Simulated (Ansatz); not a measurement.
# P: an axial (c/a) deformation path

The task, for P: follow an axial (c/a) deformation at fixed volume.

Method: DFT r2SCAN, scalar-relativistic, plane waves, PAW, in Ansatz 0.2.0.

1 further run of the same task is left out (set aside as unsound or not needed).

### Step 1. Starting point

Symmetry: Imma, No. 74, orthorhombic system. Conventional cell: a = 3.383 Å, b = 5.030 Å, c = 3.718 Å, α = 90.00°, β = 90.00°, γ = 90.00°. Around P (site symmetry mm2) lie 4 P at 2.24 to 2.55 Å.

Structure file:

```
P
1.0
    -1.69151    2.51517    1.85894
     1.69151   -2.51517    1.85894
     1.69151    2.51517   -1.85894
P
2
Cartesian
  0.0000 3.7727 0.1982
  1.6915 -1.2576 1.6607
```

It goes back to an entry of the Materials Project, which need not be the stable form.

No relaxation comes first: the listed cell is the starting point.

### Step 2. Zero of energy

The reference gives a free energy of -1518.1357 eV, pressure 1.61 GPa, largest force 0.166 eV/Å and gap on the mesh none (metal). It was computed beforehand with the settings of the runs below.

### Step 3. Setting up an axial (c/a) deformation path

At fixed volume and fractional coordinates, lengths along (0.000, 0.000, 1.000) are scaled against those across it; ρ is that ratio over its starting value.

### Step 4. At ρ = 0.850

File input.yaml:

```yaml
crystal:
  lattice:
    - [-1.7856716574, 2.6551772123, 1.6680623855]
    - [1.7856716574, -2.6551772123, 1.6680623855]
    - [1.7856716574, 2.6551772123, -1.6680623855]
  atoms:
    - { symbol: P, position: [0.80330911, 0.05330911, 0.75] }
    - { symbol: P, position: [0.19669089, 0.94669089, 0.25] }
basis:
  ecutwfc: 500
kpoints:
  mp_grid: { grid: [20, 20, 20] }
hamiltonian:
  xc: r2scan
scf:
  occupations: { method: gaussian, width: 0.15 }
output:
  forces: true
  stress: true
  eigenvalues: true
  write_density: true
  write_potential: true
  elf: true
  volumetric_format: npy
```

Launch:

```sh
ansatz run input.yaml --threads 1 --pin off --max-ram 2560MiB --backend cpu --events-out ev --progress --plain --runs-dir out
```

### Step 5. Point ρ = 1.200

File input.yaml:

```yaml
crystal:
  lattice:
    - [-1.5917718938, 2.3668609187, 2.099200089]
    - [1.5917718938, -2.3668609187, 2.099200089]
    - [1.5917718938, 2.3668609187, -2.099200089]
  atoms:
    - { symbol: P, position: [0.80330911, 0.05330911, 0.75] }
    - { symbol: P, position: [0.19669089, 0.94669089, 0.25] }
basis:
  ecutwfc: 500
kpoints:
  mp_grid: { grid: [20, 20, 20] }
hamiltonian:
  xc: r2scan
scf:
  occupations: { method: gaussian, width: 0.15 }
output:
  forces: true
  stress: true
  eigenvalues: true
```

### Step 6. At ρ = 0.920

Edit input.yaml of step 5 so:

```diff
@@ -2,5 +2,5 @@
   lattice:
-    - [-1.5917718938, 2.3668609187, 2.099200089]
-    - [1.5917718938, -2.3668609187, 2.099200089]
-    - [1.5917718938, 2.3668609187, -2.099200089]
+    - [-1.7391830931, 2.5860517513, 1.7584292137]
+    - [1.7391830931, -2.5860517513, 1.7584292137]
+    - [1.7391830931, 2.5860517513, -1.7584292137]
   atoms:
```

### Step 7. Point ρ = 1.100

Edit input.yaml of step 6 so:

```diff
@@ -2,5 +2,5 @@
   lattice:
-    - [-1.7391830931, 2.5860517513, 1.7584292137]
-    - [1.7391830931, -2.5860517513, 1.7584292137]
-    - [1.7391830931, 2.5860517513, -1.7584292137]
+    - [-1.6386153504, 2.4365140814, 1.9808950291]
+    - [1.6386153504, -2.4365140814, 1.9808950291]
+    - [1.6386153504, 2.4365140814, -1.9808950291]
   atoms:
```

### Step 8. ρ = 0.960

Edit input.yaml of step 7 so:

```diff
@@ -2,5 +2,5 @@
   lattice:
-    - [-1.6386153504, 2.4365140814, 1.9808950291]
-    - [1.6386153504, -2.4365140814, 1.9808950291]
-    - [1.6386153504, 2.4365140814, -1.9808950291]
+    - [-1.7146842933, 2.5496236348, 1.8090357972]
+    - [1.7146842933, -2.5496236348, 1.8090357972]
+    - [1.7146842933, 2.5496236348, -1.8090357972]
   atoms:
```

### Step 9. ρ = 1.050

Edit input.yaml of step 8 so:

```diff
@@ -2,5 +2,5 @@
   lattice:
-    - [-1.7146842933, 2.5496236348, 1.8090357972]
-    - [1.7146842933, -2.5496236348, 1.8090357972]
-    - [1.7146842933, 2.5496236348, -1.8090357972]
+    - [-1.6642228514, 2.4745907642, 1.920403718]
+    - [1.6642228514, -2.4745907642, 1.920403718]
+    - [1.6642228514, 2.4745907642, -1.920403718]
   atoms:
```

### Step 10. At ρ = 0.800

Edit input.yaml of step 9 so:

```diff
@@ -2,5 +2,5 @@
   lattice:
-    - [-1.6642228514, 2.4745907642, 1.920403718]
-    - [1.6642228514, -2.4745907642, 1.920403718]
-    - [1.6642228514, 2.4745907642, -1.920403718]
+    - [-1.8221239577, 2.7093794038, 1.6019894932]
+    - [1.8221239577, -2.7093794038, 1.6019894932]
+    - [1.8221239577, 2.7093794038, -1.6019894932]
   atoms:
```

(Steps that only read results are left out.)

What does the calculation give? Wanted: highest point.

As calculated:

| quantity | value |
| --- | --- |
| highest point | 271.5 meV/atom at ρ = 0.800 |

What this shows: The undisturbed cell stays the lowest of the sampled points. No further minimum shows among the sampled points.
